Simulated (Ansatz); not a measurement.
# BrH₄NSeSi: one species, many methods

An exercise on one series of results from a longer session: the logs are not shown, and one member is left open.

Program: Ansatz 0.2.0, Gaussian basis. Level of theory: functionals in def2-TZVPP, the program's frozen cores in correlated methods. These are calculated values, not measurements.

Levels to be run: LDA (SPW92), PBE-D4, revPBE-D4, BLYP-D4, r2SCAN-D4, B97M-V, PBE0-D4, B3LYP-D4, r2SCANh-D4, r2SCAN0-D4, HSE06-D4, BHLYP-D4, CAM-B3LYP-D4, LC-ωPBE, ωB97X-V, ωB97M-V, B2PLYP, PBE-QIDH; CCSD(T)/def2-SVP; CCSD(T)/def2-TZVPP; MP2/def2-QZVPP; extrapolation to the limit; RPA on PBE.

## The relaxed structure

The geometry comes from an earlier relaxation with PBE0-D4 in a triple-zeta def2 set; it is a stationary point, not always the lowest conformer.

SMILES `N[SiH]([SeH])Br`, 8 atoms, charge 0, spin multiplicity 1.

Atoms are counted from 1 here; the program's logs count them from 0.

Bond lengths: N1–Si2 1.697 Å, N1–H5 1.008 Å, N1–H6 1.008 Å, Si2–Se3 2.266 Å, Si2–Br4 2.240 Å, Si2–H7 1.477 Å, Se3–H8 1.467 Å. Angles: Si2–N1–H5 120.2°, Si2–N1–H6 120.7°, H5–N1–H6 112.0°, N1–Si2–Se3 105.2°, N1–Si2–Br4 116.3°, N1–Si2–H7 107.6°, Se3–Si2–Br4 108.5°, Se3–Si2–H7 114.9°, Br4–Si2–H7 104.8°, Si2–Se3–H8 93.1°.

Set-up of the first run:

File in.yaml:

```yaml
crystal:
  periodic: [false, false, false]
  atoms:
    - {symbol: N, position_ang: [-0.162275, 1.423327, -0.220079]}
    - {symbol: Si, position_ang: [-0.308484, -0.216633, 0.189852]}
    - {symbol: Se, position_ang: [1.761140, -0.847524, 0.863084]}
    - {symbol: Br, position_ang: [-0.971716, -1.592454, -1.448743]}
    - {symbol: H, position_ang: [-0.979112, 2.012385, -0.255371]}
    - {symbol: H, position_ang: [0.553866, 1.731542, -0.858308]}
    - {symbol: H, position_ang: [-1.359235, -0.326592, 1.222195]}
    - {symbol: H, position_ang: [1.558017, -2.241052, 0.451569]}
basis:
  gaussian: {orbitals: def2-TZVPP}
hamiltonian: {xc: lda}
output: {orbitals: {seedname: orbitals}}
```

Run with:

```console
> ansatz run in.yaml --threads 4 --pin off --events-out ev --progress --plain --max-ram 10444MiB
```

Steps of the session up to this table: LDA; PBE-D4 (GGA); revPBE-D4 (GGA); BLYP-D4 (GGA); r2SCAN-D4 (meta-GGA); B97M-V (meta-GGA); B3LYP-D4 (hybrid); r2SCANh-D4 (hybrid); r2SCAN0-D4 (hybrid); HSE06-D4 (hybrid); BHLYP-D4 (hybrid); CAM-B3LYP-D4 (range-separated); LC-ωPBE (range-separated); ωB97X-V (range-separated); ωB97M-V (range-separated); B2PLYP (double hybrid); PBE-QIDH (double hybrid).

One of the session's tables, all rows but one given; the rest of the session is left out.

It belongs to the step «Orbital energies across the functionals». 

```
  functional  HOMO (eV)  gap (eV)
 LDA (SPW92)      -6.25      4.76
      PBE-D4      -6.11      4.82
   revPBE-D4      -6.06      4.85
     BLYP-D4      -5.93      4.76
   r2SCAN-D4      -6.40      5.36
      B97M-V      -6.47      5.40
     PBE0-D4      -7.27      6.83
    B3LYP-D4      -7.02      6.36
  r2SCANh-D4      -6.82      6.09
  r2SCAN0-D4      -7.46      7.17
    HSE06-D4      -6.87      6.06
    BHLYP-D4      -8.26      8.75
CAM-B3LYP-D4      -8.54      9.16
     LC-ωPBE      -9.92     11.69
     ωB97X-V      -9.57     11.22
     ωB97M-V          ?         ?
```

Estimate the missing values for ωB97M-V.

As computed: HOMO (eV): -9.43; gap (eV): 10.86. In the column «HOMO (eV)» it lies between ωB97X-V (-9.57) and CAM-B3LYP-D4 (-8.54).
